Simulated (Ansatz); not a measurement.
# Ca2Zr2N: the cost of one run

Computed with Ansatz 0.2.0 (DFT PBE, scalar-relativistic, plane waves, PAW, unless a step's input says otherwise).

2 further runs of the same task are left out: 1 that didn't finish, 1 set aside as unsound or not needed.

## (1) The structure to begin with

The structure is tetragonal, space group P4/mmm (No. 123). Conventional cell: a = 4.209 Å, b = 4.209 Å, c = 5.709 Å, α = 90.00°, β = 90.00°, γ = 90.00°. Ca (site symmetry mmm) has 4 Zr at 2.58 Å and 4 Ca at 2.98 Å and 4 N at 3.55 Å in its first shell of neighbours. Around Zr (site symmetry 4mm) lie 4 Ca at 2.58 Å and 2 Zr at 2.74 to 2.97 Å and 4 N at 3.28 Å. N (site symmetry 4/mmm) is surrounded by 8 Zr at 3.28 Å and 8 Ca at 3.55 Å.

As a file:

```
CELL_PARAMETERS angstrom
4.20867 0.00000 0.00000
0.00000 4.20867 0.00000
0.00000 0.00000 5.70894
ATOMIC_POSITIONS crystal
Ca 0.00000 0.50000 0.50000
Ca 0.50000 0.00000 0.50000
Zr 0.50000 0.50000 0.24000
Zr 0.50000 0.50000 0.76000
N 0.00000 0.00000 0.00000
```

Recipe of the guess: species swapped into a database cell of CeMg2Si2 (P4/mmm, No. 123), with N on the Ce sites, Ca on the Mg sites and Zr on the Si sites. Its size is a rough estimate.

## (2) A first look at the guess

input.yaml reads:

```yaml
crystal:
  lattice:
    - [4.20867192, 0.0, 0.0]
    - [0.0, 4.20867192, 0.0]
    - [0.0, 0.0, 5.70893954]
  atoms:
    - { symbol: Ca, position: [0.0, 0.5, 0.5] }
    - { symbol: Ca, position: [0.5, 0.0, 0.5] }
    - { symbol: Zr, position: [0.5, 0.5, 0.23999999] }
    - { symbol: Zr, position: [0.5, 0.5, 0.76000001] }
    - { symbol: "N", position: [0.0, 0.0, 0.0] }
basis:
  ecutwfc: 420
kpoints:
  mp_grid: { grid: [4, 4, 4] }
hamiltonian:
  xc: pbe
scf:
  occupations: { method: gaussian, width: 0.1 }
  lower_state_search: "off"
output:
  forces: true
  stress: true
  eigenvalues: true
```

The run is started by

```sh
ansatz run input.yaml --threads 1 --pin off --max-ram 2560MiB --backend cpu --events-out ev --progress --plain --runs-dir out
```

What time and memory should one allow on 1 thread of Arm Neoverse V1, shared host?

About 4 s, with a peak of 0.36 GiB.
